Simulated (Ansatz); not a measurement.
**CH4Cl2SSn: one species, many methods**

One table from this session's results is given with a row withheld; the runs are named, their logs left out.

Program: Ansatz 0.2.0, Gaussian basis. Level of theory: functionals in def2-TZVPP, the program's frozen cores in correlated methods. These are calculated values, not measurements.

Levels to be run: LDA (SPW92), PBE-D4, revPBE-D4, BLYP-D4, r2SCAN-D4, B97M-V, PBE0-D4, B3LYP-D4, r2SCANh-D4, r2SCAN0-D4, HSE06-D4, BHLYP-D4, CAM-B3LYP-D4, LC-ωPBE, ωB97X-V, ωB97M-V, B2PLYP, PBE-QIDH; CCSD(T)/def2-SVP; CCSD(T)/def2-TZVPP; MP2/def2-QZVPP; extrapolation to the limit; RPA on PBE.

## The geometry

The geometry comes from an earlier relaxation with PBE0-D4 in a triple-zeta def2 set; it is a stationary point, not always the lowest conformer. Sn takes the def2 core potential; no spin-orbit term is included.

SMILES `C[S][SnH]([Cl])[Cl]`, 9 atoms, charge 0, spin multiplicity 1.

Atoms are counted from 1 here; the program's logs count them from 0.

Bond lengths: C1–S2 1.819 Å, C1–H6 1.089 Å, C1–H7 1.090 Å, C1–H8 1.089 Å, S2–Sn3 2.361 Å, Sn3–Cl4 2.322 Å, Sn3–Cl5 2.322 Å, Sn3–H9 1.695 Å. Angles: S2–C1–H6 111.1°, S2–C1–H7 105.8°, S2–C1–H8 111.1°, H6–C1–H7 109.2°, H6–C1–H8 110.5°, H7–C1–H8 109.2°, C1–S2–Sn3 98.9°, S2–Sn3–Cl4 108.6°, S2–Sn3–Cl5 108.6°, S2–Sn3–H9 115.4°, Cl4–Sn3–Cl5 103.8°, Cl4–Sn3–H9 109.9°, Cl5–Sn3–H9 109.9°.

The first run:

in.yaml reads:

```yaml
crystal:
  periodic: [false, false, false]
  atoms:
    - {symbol: C, position_ang: [0.913347, -1.112771, -0.769320]}
    - {symbol: S, position_ang: [0.812149, -0.810680, 1.021538]}
    - {symbol: Sn, position_ang: [-0.747323, 0.962085, 1.005700]}
    - {symbol: Cl, position_ang: [-2.667236, 0.251040, -0.090211]}
    - {symbol: Cl, position_ang: [0.070939, 2.655432, -0.356556]}
    - {symbol: H, position_ang: [1.285437, -0.234005, -1.294015]}
    - {symbol: H, position_ang: [1.623702, -1.929981, -0.892108]}
    - {symbol: H, position_ang: [-0.052780, -1.415750, -1.170300]}
    - {symbol: H, position_ang: [-1.149834, 1.588430, 2.528173]}
basis:
  gaussian: {orbitals: def2-TZVPP}
hamiltonian: {xc: lda}
output: {orbitals: {seedname: orbitals}}
```

Among the steps run: LDA; PBE-D4 (GGA); revPBE-D4 (GGA); BLYP-D4 (GGA); r2SCAN-D4 (meta-GGA); B97M-V (meta-GGA); PBE0-D4 (hybrid); B3LYP-D4 (hybrid); r2SCANh-D4 (hybrid); r2SCAN0-D4 (hybrid); HSE06-D4 (hybrid); BHLYP-D4 (hybrid); CAM-B3LYP-D4 (range-separated); LC-ωPBE (range-separated); ωB97X-V (range-separated); ωB97M-V (range-separated); B2PLYP (double hybrid); PBE-QIDH (double hybrid).

One table of the session follows, with a row left open; its other results are not shown here.

It belongs to the step «Frontier levels by functional». 

```
  functional  HOMO (eV)  LUMO (eV)  gap (eV)
 LDA (SPW92)      -6.40      -2.98      3.43
      PBE-D4      -6.29      -2.71      3.58
   revPBE-D4      -6.24      -2.61      3.63
     BLYP-D4      -6.13      -2.64      3.49
   r2SCAN-D4          ?          ?         ?
      B97M-V      -6.66      -2.43      4.23
     PBE0-D4      -7.52      -1.81      5.72
    B3LYP-D4      -7.28      -2.10      5.18
  r2SCANh-D4      -7.02      -2.18      4.84
  r2SCAN0-D4      -7.70      -1.69      6.01
    HSE06-D4      -7.12      -2.18      4.94
    BHLYP-D4      -8.62      -0.84      7.78
CAM-B3LYP-D4      -8.85      -0.81      8.03
     LC-ωPBE     -10.25       0.40     10.65
     ωB97X-V      -9.89       0.29     10.17
     ωB97M-V      -9.71       0.16      9.88
```

Q: Estimate the row for r2SCAN-D4 from the others.

Worked estimate for «HOMO (eV)». Against the share of exact exchange, r2SCANh-D4 (0.1, -7.02), r2SCAN0-D4 (0.25, -7.70) give a slope of -4.53 per unit share; at 0 the line stands at -6.57.

The run gave: HOMO (eV): -6.57; LUMO (eV): -2.51; gap (eV): 4.06. In «HOMO (eV)» the line misses by 0.00.
